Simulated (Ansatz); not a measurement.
# CH₄BClO: from a rough start to a minimum

What shape does CH₄BClO take? The plan is to relax it, then compute its harmonic vibrations to see whether it is a minimum and to get the zero-point energy and entropy, and look at its orbitals and charge.

Computed with Ansatz 0.2.0, Gaussian basis. Level: RKS PBE0-D4/def2-TZVP.

Levels to be run: relaxation at PBE-D4/def2-SVP; relaxation at PBE0-D4/def2-TZVP; harmonic vibrations at the same level; a single point in def2-TZVPP for the fields.

## 1. The system as given

SMILES `OCBCl`, 8 atoms, charge 0, spin multiplicity 1.

Atoms are counted from 1 here; the program's logs count them from 0.

Bond lengths: O1–C2 1.334 Å, O1–H5 1.035 Å, C2–B3 1.600 Å, C2–H6 1.114 Å, C2–H7 1.130 Å, B3–Cl4 1.779 Å, B3–H8 1.189 Å. Angles: C2–O1–H5 109.5°, O1–C2–B3 109.5°, O1–C2–H6 107.8°, O1–C2–H7 111.7°, B3–C2–H6 110.5°, B3–C2–H7 110.7°, H6–C2–H7 106.7°, C2–B3–Cl4 120.2°, C2–B3–H8 116.5°, Cl4–B3–H8 122.7°.

As a file:

```xyz
8

O    -0.4470    1.3727    0.0138
C     0.4645    0.4105    0.1631
B    -0.2669   -1.0093    0.2520
Cl   -1.1219   -1.6671   -1.1630
H    -0.7130    1.4458   -0.9837
H     1.0276    0.6180    1.1020
H     1.2203    0.4180   -0.6766
H    -0.0715   -1.6457    1.2366
```

The start is a force-field geometry with small random shifts, so a cheaper pass at PBE-D4/def2-SVP comes first.

## 2. Optimising with PBE-D4/def2-SVP (cheap first pass)

Input file in.yaml:

```yaml
crystal:
  periodic: [false, false, false]
  atoms:
    - {symbol: O, position_ang: [-0.447000, 1.372700, 0.013800]}
    - {symbol: C, position_ang: [0.464500, 0.410500, 0.163100]}
    - {symbol: B, position_ang: [-0.266900, -1.009300, 0.252000]}
    - {symbol: Cl, position_ang: [-1.121900, -1.667100, -1.163000]}
    - {symbol: H, position_ang: [-0.713000, 1.445800, -0.983700]}
    - {symbol: H, position_ang: [1.027600, 0.618000, 1.102000]}
    - {symbol: H, position_ang: [1.220300, 0.418000, -0.676600]}
    - {symbol: H, position_ang: [-0.071500, -1.645700, 1.236600]}
basis:
  gaussian: {orbitals: def2-SVP}
hamiltonian: {xc: pbe, dispersion: d4}
relax: {f_tol: 0.03, max_steps: 200}
```

Started as:

```sh
$ ansatz run in.yaml --threads 2 --pin off --events-out ev --progress --plain --max-ram 4352MiB
```

What it wrote (excerpt; [...] marks lines left out):

```text
Functional definition: PBE
  name "PBE"
  cite "Perdew, Burke & Ernzerhof, Phys. Rev. Lett. 77, 3865 (1996) doi:10.1103/PhysRevLett.77.3865"
  parent pbe
[...]
882 factors; their error is unknown
[...]
mean field -16331.31599459 eV, -600.1647930376 hartree, gradient 6.2e-5 eV, S^2 0.000000; 0 other end points of the search recorded, 0 dependent functions left out
[...]
reference -16331.31602332 eV, -600.1647940934 hartree; 20, 20 occupied and 60, 60 virtual orbitals, 882 factors
relax step   1: F+E_penalty+E_count = -16331.44905893 eV  Δ(F+E_penalty+E_count) = +0.000e0 eV  max|allowed force component| = 3.500e0 eV/Å  Δτ_max = 0.0000 Å  (26 SCF iters, accepted)
[...]
relax step   4: F+E_penalty+E_count = -16331.86160452 eV  Δ(F+E_penalty+E_count) = -4.622e-2 eV  max|allowed force component| = 3.776e-1 eV/Å  Δτ_max = 0.1057 Å  (27 SCF iters, accepted)
[...]
relax step   7: F+E_penalty+E_count = -16331.91467062 eV  Δ(F+E_penalty+E_count) = -1.940e-2 eV  max|allowed force component| = 4.343e-1 eV/Å  Δτ_max = 0.1159 Å  (28 SCF iters, accepted)
[...]
relax step  10: F+E_penalty+E_count = -16332.03497212 eV  Δ(F+E_penalty+E_count) = -2.534e-2 eV  max|allowed force component| = 4.463e-1 eV/Å  Δτ_max = 0.1669 Å  (27 SCF iters, accepted)
[...]
relax step  13: F+E_penalty+E_count = -16332.05962945 eV  Δ(F+E_penalty+E_count) = -2.400e-3 eV  max|allowed force component| = 6.988e-2 eV/Å  Δτ_max = 0.0324 Å  (28 SCF iters, accepted)
[...]
relax step  14: F+E_penalty+E_count = -16332.06030293 eV  Δ(F+E_penalty+E_count) = -6.735e-4 eV  max|allowed force component| = 1.926e-2 eV/Å  Δτ_max = 0.0077 Å  (29 SCF iters, accepted)
882 factors; their error is unknown
[...]
mean field -16331.92567555 eV, -600.1871983996 hartree, gradient 1.6e-5 eV, S^2 0.000000; 1 other end points of the search recorded, 0 dependent functions left out
[...]
reference -16331.92570337 eV, -600.1871994220 hartree; 20, 20 occupied and 60, 60 virtual orbitals, 882 factors
Total energy: -16332.06033075 eV, -600.1921468871 hartree
Atom 0 at    -0.164064     1.491418    -0.539414 Å, force    -0.008805     0.007702    -0.005294 eV/Å
Atom 1 at     0.471780     0.458171     0.168956 Å, force     0.019259    -0.013525     0.002077 eV/Å
Atom 2 at    -0.149074    -0.971333     0.183503 Å, force    -0.005391     0.013633    -0.009176 eV/Å
Atom 3 at    -1.627790    -1.274496    -0.734178 Å, force    -0.004663    -0.004688    -0.000443 eV/Å
Atom 4 at    -0.938259     1.093800    -0.984521 Å, force     0.006365    -0.004491     0.007004 eV/Å
Atom 5 at     0.623154     0.739623     1.246390 Å, force    -0.004276     0.002351     0.000793 eV/Å
Atom 6 at     1.530922     0.304609    -0.184525 Å, force    -0.005083     0.000760     0.001875 eV/Å
Atom 7 at     0.345430    -1.898891     0.787989 Å, force     0.002595    -0.001742     0.003165 eV/Å
Dipole moment:     0.024581    -0.195819     0.059072 e Å
```

It took 20 s on 2 threads of Arm Neoverse V1, shared host.

Relaxation path:

```
step  energy from step 1 (eV)  largest force component (eV/Å)
   1                   0.0000                          3.5001
   2                  -0.2381                          1.4497
   3                  -0.3663                          0.9700
   4                  -0.4125                          0.3776
   5                  -0.4354                          0.2607
   6                  -0.4462                          0.3136
   7                  -0.4656                          0.4343
   8                  -0.5021                          0.7556
   9                  -0.5606                          0.6560
  10                  -0.5859                          0.4463
  11                  -0.5922                          0.4526
  12                  -0.6082                          0.1707
  13                  -0.6106                          0.0699
  14                  -0.6112                          0.0193
```

Distances of close pairs at the start and the end, largest changes first:

| bond | before (Å) | after (Å) | change (Å) |
| --- | --- | --- | --- |
| O1–C2 | 1.334 | 1.405 | +0.071 |
| O1–H5 | 1.035 | 0.978 | -0.057 |
| C2–B3 | 1.600 | 1.559 | -0.041 |
| B3–H8 | 1.189 | 1.213 | +0.024 |
| B3–Cl4 | 1.779 | 1.767 | -0.013 |
| C2–H6 | 1.114 | 1.124 | +0.010 |
| C2–H7 | 1.130 | 1.127 | -0.003 |

## 3. Geometry optimisation, PBE0-D4/def2-TZVP

Input file in.yaml:

```yaml
crystal:
  periodic: [false, false, false]
  atoms:
    - {symbol: O, position_ang: [-0.164064, 1.491418, -0.539414]}
    - {symbol: C, position_ang: [0.471780, 0.458171, 0.168956]}
    - {symbol: B, position_ang: [-0.149074, -0.971333, 0.183503]}
    - {symbol: Cl, position_ang: [-1.627790, -1.274496, -0.734178]}
    - {symbol: H, position_ang: [-0.938259, 1.093800, -0.984521]}
    - {symbol: H, position_ang: [0.623154, 0.739623, 1.246390]}
    - {symbol: H, position_ang: [1.530922, 0.304609, -0.184525]}
    - {symbol: H, position_ang: [0.345430, -1.898891, 0.787989]}
basis:
  gaussian: {orbitals: def2-TZVP}
hamiltonian: {xc: pbe0, dispersion: d4}
relax: {f_tol: 0.005, max_steps: 150}
```

The command is unchanged.

What it wrote (excerpt; [...] marks lines left out):

```text
Functional definition: PBE0
  name "PBE0"
  cite "Adamo & Barone, J. Chem. Phys. 110, 6158 (1999) doi:10.1063/1.478522"
  cite "Perdew, Burke & Ernzerhof, Phys. Rev. Lett. 77, 3865 (1996) doi:10.1103/PhysRevLett.77.3865"
  parent pbe
[...]
944 factors; their error is unknown
[...]
mean field -16342.05667054 eV, -600.5595055984 hartree, gradient 1.4e-5 eV, S^2 0.000000; 0 other end points of the search recorded, 0 dependent functions left out
[...]
reference -16342.05669931 eV, -600.5595066559 hartree; 20, 20 occupied and 134, 134 virtual orbitals, 944 factors
relax step   1: F+E_penalty+E_count = -16342.16905261 eV  Δ(F+E_penalty+E_count) = +0.000e0 eV  max|allowed force component| = 6.379e-1 eV/Å  Δτ_max = 0.0000 Å  (28 SCF iters, accepted)
[...]
reference -16342.09110812 eV, -600.5607711562 hartree; 20, 20 occupied and 134, 134 virtual orbitals, 944 factors
Total energy: -16342.20366155 eV, -600.5649074184 hartree
Atom 0 at    -0.148169     1.470384    -0.546489 Å, force    -0.001665    -0.000178    -0.001863 eV/Å
Atom 1 at     0.482695     0.442309     0.172681 Å, force     0.000775    -0.000415    -0.001531 eV/Å
Atom 2 at    -0.148033    -0.972955     0.177082 Å, force    -0.000654    -0.001135    -0.000326 eV/Å
Atom 3 at    -1.622240    -1.278127    -0.713993 Å, force    -0.000076     0.000185     0.000652 eV/Å
Atom 4 at    -0.932684     1.106443    -0.968729 Å, force     0.001689     0.000638     0.001889 eV/Å
Atom 5 at     0.598350     0.738912     1.229911 Å, force    -0.000789     0.000547     0.000749 eV/Å
Atom 6 at     1.522607     0.318457    -0.178692 Å, force     0.000543     0.000173     0.000890 eV/Å
Atom 7 at     0.339572    -1.882522     0.772431 Å, force     0.000177     0.000184    -0.000459 eV/Å
Dipole moment:     0.055802    -0.227811     0.101184 e Å
```

It took 25 s on 2 threads of Arm Neoverse V1, shared host.

The steps of the relaxation:

```
step  energy from step 1 (eV)  largest force component (eV/Å)
   1                   0.0000                          0.6379
   2                  -0.0296                          0.2899
   3                  -0.0336                          0.1356
   4                  -0.0336                          0.1323
   5                  -0.0336                          0.0916
   6                  -0.0345                          0.0183
   7                  -0.0346                          0.0019
```

Close pairs (by a distance rule), those that changed most:

```
  bond  before (Å)  after (Å)  change (Å)
 C2–H7       1.127      1.105      -0.022
 B3–H8       1.213      1.191      -0.021
 C2–H6       1.124      1.104      -0.020
B3–Cl4       1.767      1.749      -0.017
 O1–H5       0.978      0.962      -0.015
 C2–B3       1.559      1.549      -0.009
 O1–C2       1.405      1.404      -0.001
```

Mulliken charges of the relaxed molecule (report file):

| atom | value (e) |
| --- | --- |
| O1 | -0.44 |
| C2 | -0.03 |
| B3 | 0.03 |
| Cl4 | -0.14 |
| H5 | 0.30 |
| H6 | 0.12 |
| H7 | 0.12 |
| H8 | 0.04 |

## 4. Force constants and modes

Input file in.yaml:

```yaml
crystal:
  periodic: [false, false, false]
  atoms:
    - {symbol: O, position_ang: [-0.148169, 1.470384, -0.546489]}
    - {symbol: C, position_ang: [0.482695, 0.442309, 0.172681]}
    - {symbol: B, position_ang: [-0.148033, -0.972955, 0.177082]}
    - {symbol: Cl, position_ang: [-1.622240, -1.278127, -0.713993]}
    - {symbol: H, position_ang: [-0.932684, 1.106443, -0.968729]}
    - {symbol: H, position_ang: [0.598350, 0.738912, 1.229911]}
    - {symbol: H, position_ang: [1.522607, 0.318457, -0.178692]}
    - {symbol: H, position_ang: [0.339572, -1.882522, 0.772431]}
basis:
  gaussian: {orbitals: def2-TZVP}
hamiltonian: {xc: pbe0, dispersion: d4}
phonons: {temperatures: {t_min: 298.15, t_max: 900, t_step: 200}}
```

Same command.

What it wrote (excerpt; [...] marks lines left out):

```text
Functional definition: PBE0
  name "PBE0"
  cite "Adamo & Barone, J. Chem. Phys. 110, 6158 (1999) doi:10.1063/1.478522"
  cite "Perdew, Burke & Ernzerhof, Phys. Rev. Lett. 77, 3865 (1996) doi:10.1103/PhysRevLett.77.3865"
  parent pbe
[...]
944 factors; their error is unknown
[...]
mean field -16342.09107985 eV, -600.5607701174 hartree, gradient 1.3e-5 eV, S^2 0.000000; 0 other end points of the search recorded, 0 dependent functions left out
[...]
reference -16342.09110843 eV, -600.5607711677 hartree; 20, 20 occupied and 134, 134 virtual orbitals, 944 factors
[...]
944 factors; their error is unknown
mean field -16342.09093769 eV, -600.5607648931 hartree, gradient 2.4e-6 eV, S^2 0.000000; 0 other end points of the search recorded, 0 dependent functions left out
[...]
reference -16342.09096628 eV, -600.5607659437 hartree; 20, 20 occupied and 134, 134 virtual orbitals, 944 factors
[...]
Atom 0 at    -0.148169     1.470384    -0.546489 Å, force    -0.001664    -0.000184    -0.001864 eV/Å
Atom 1 at     0.482695     0.442309     0.172681 Å, force     0.000762    -0.000392    -0.001513 eV/Å
Atom 2 at    -0.148033    -0.972955     0.177082 Å, force    -0.000660    -0.001138    -0.000334 eV/Å
Atom 3 at    -1.622240    -1.278127    -0.713993 Å, force    -0.000083     0.000185     0.000649 eV/Å
Atom 4 at    -0.932684     1.106443    -0.968729 Å, force     0.001691     0.000635     0.001890 eV/Å
Atom 5 at     0.598350     0.738912     1.229911 Å, force    -0.000789     0.000543     0.000740 eV/Å
Atom 6 at     1.522607     0.318457    -0.178692 Å, force     0.000561     0.000173     0.000884 eV/Å
Atom 7 at     0.339572    -1.882522     0.772431 Å, force     0.000183     0.000178    -0.000452 eV/Å
Dipole moment:     0.055802    -0.227811     0.101184 e Å
Vibrations: 133.51 187.13 239.05 541.06 553.02 757.83 876.74 893.23 1108.36 1178.01 1238.08 1270.44 1387.96 1443.29 2667.77 2967.32 2980.04 3817.62 cm⁻¹, zero-point energy 1.502716 eV
```

Wall time 99 s (2 threads of Arm Neoverse V1, shared host).

Motions are named by where the mode's potential energy lies. The modes, unscaled (a negative number is an imaginary wavenumber):

| mode | cm⁻¹ | motion |
| --- | --- | --- |
| 1 | 134 | torsion |
| 2 | 187 | bend |
| 3 | 239 | torsion |
| 4 | 541 | bend with B–Cl stretch |
| 5 | 553 | torsion with bend |
| 6 | 758 | B–Cl and B–C stretch |
| 7 | 877 | bend with B–Cl stretch |
| 8 | 893 | torsion |
| 9 | 1108 | C–O stretch with bend |
| 10 | 1178 | bend |
| 11 | 1238 | bend |
| 12 | 1270 | bend |
| 13 | 1388 | bend |
| 14 | 1443 | bend |
| 15 | 2668 | B–H stretch |
| 16 | 2967 | C–H stretch |
| 17 | 2980 | C–H stretch |
| 18 | 3818 | O–H stretch |

Ideal gas, rigid rotor and harmonic oscillator at 298.15 K and 1 bar, with symmetry number 1:

```csv
term,value
zero-point energy,34.7 kcal/mol
H(298) − E,38.5 kcal/mol
"entropy, translation",163.2 J/(mol K)
"entropy, rotation",105.7 J/(mol K)
"entropy, vibration",36.9 J/(mol K)
"entropy, total",305.8 J/(mol K)
```

## 5. A single point for the fields

Edit in.yaml of step 4 so:

```diff
@@ -12,4 +12,4 @@
 basis:
-  gaussian: {orbitals: def2-TZVP}
+  gaussian: {orbitals: def2-TZVPP}
 hamiltonian: {xc: pbe0, dispersion: d4}
-phonons: {temperatures: {t_min: 298.15, t_max: 900, t_step: 200}}
+output: {orbitals: {seedname: orbitals}}
```

The command is unchanged.

What it wrote:

```text
Functional definition: PBE0
  name "PBE0"
  cite "Adamo & Barone, J. Chem. Phys. 110, 6158 (1999) doi:10.1063/1.478522"
  cite "Perdew, Burke & Ernzerhof, Phys. Rev. Lett. 77, 3865 (1996) doi:10.1103/PhysRevLett.77.3865"
  parent pbe
  parameter a = 0.25
  parameter kappa = 0.804
  parameter beta = 0.06672455060314922
  exchange = (1 - a)*pbe_x(kappa = kappa, mu = beta*pi^2/3) + a*exact_x
  correlation = pbe_c(beta = beta)
1061 factors; their error is unknown
mean field evaluation 1: about -16336.9776 eV, gradient 5.0e1 eV
mean field evaluation 2: about -16333.2919 eV, gradient 6.7e1 eV
mean field evaluation 4: about -16342.1071 eV, gradient 3.4e0 eV
mean field evaluation 8: about -16342.1319 eV, gradient 4.0e-2 eV
mean field evaluation 16: about -16342.1615 eV, gradient 2.9e-5 eV
mean field -16342.16150383 eV, -600.5633581508 hartree, gradient 2.9e-5 eV, S^2 0.000000; 0 other end points of the search recorded, 0 dependent functions left out
reference -16342.16153272 eV, -600.5633592124 hartree; 20, 20 occupied and 171, 171 virtual orbitals, 1061 factors
Total energy: -16342.27408615 eV, -600.5674954746 hartree
```

Run time: 2.7 s. Hardware: 2 threads of Arm Neoverse V1, shared host.

Orbitals, density, ELF and potential are computed afterwards from the orbital file.

Frontier orbitals at PBE0-D4/def2-TZVPP, with the share of their density that lies nearest to each atom:

```
orbital  energy (eV)                                  lies on
   HOMO        -8.12  O1 66 %; H6, H7 about 10 % each; H5 7 %
   LUMO        -1.47               B3 55 %; Cl4 16 %; H8 14 %
```

ELF in a plane through or near 6 of the atoms.

Values, 10 rows by 14 columns:
```
0.00 0.00 0.00 0.00 0.00 0.00 0.00 0.00 0.00 0.00 0.00 0.00 0.00 0.00
0.00 0.00 0.00 0.00 0.00 0.00 0.00 0.00 0.00 0.00 0.00 0.00 0.00 0.00
0.00 0.00 0.01 0.43 0.67 0.10 0.00 0.01 0.04 0.02 0.00 0.00 0.00 0.00
0.00 0.01 0.74 1.00 1.00 0.75 0.05 0.28 0.53 0.27 0.03 0.00 0.00 0.00
0.00 0.01 0.50 0.99 1.00 0.61 0.69 0.37 0.34 0.22 0.03 0.02 0.00 0.00
0.00 0.00 0.01 0.11 0.47 0.18 0.54 0.62 0.79 0.60 0.84 0.45 0.05 0.00
0.00 0.09 0.50 0.84 0.51 0.57 0.53 0.11 0.84 0.72 0.73 0.35 0.04 0.00
0.00 0.11 0.58 0.89 0.33 0.64 0.87 0.07 0.80 0.44 0.06 0.01 0.00 0.00
0.00 0.01 0.11 0.40 0.57 0.68 0.58 0.04 0.01 0.01 0.00 0.00 0.00 0.00
0.00 0.00 0.00 0.01 0.02 0.04 0.02 0.00 0.00 0.00 0.00 0.00 0.00 0.00
```
The map spans 8.9 Å across and 8.3 Å up, centred on the molecule. Atoms in the plane (x, y in Å): O1 (1.5, -0.6), C2 (0.5, 0.4), B3 (-1.0, 0.1), Cl4 (-1.5, -1.6), H5 (1.0, -1.5), H8 (-1.8, 0.9).

On the surface of density 0.002 e/bohr³ the electrostatic potential runs, from the 1st to the 99th percentile, from -1.48 V near O1 to 1.51 V near B3.

## 6. Summary of results

| quantity | value |
| --- | --- |
| point group | Cs |
| steps | 14 + 7 |
| shift from the start (rms) | 0.524 Å |
| total energy | -16342.2037 eV |
| dispersion term | -113 meV |
| dipole moment | 1.23 D |
| lowest, highest wavenumber | 134, 3818 cm⁻¹ |
| zero-point energy | 34.7 kcal/mol |
| entropy at 298.15 K | 305.8 J/(mol K) |
| HOMO, LUMO | -8.12, -1.47 eV |

In words: The relaxed geometry lies 0.52 Å (rms) from the start; the bond that changed most is O1–H5, from 1.035 to 0.962 Å. All wavenumbers are real, so the end point is a minimum. The stiffest mode, 3818 cm⁻¹, is an O–H stretch, and 2 modes under 200 cm⁻¹ make the vibrational entropy uncertain. Harmonic hybrid wavenumbers usually lie a few per cent above measured fundamentals. The largest Mulliken charge, -0.44 e, sits on O1. The HOMO lies mostly on O1 66 %; H6, H7 about 10 % each and the LUMO on B3 55 %; Cl4 16 %.
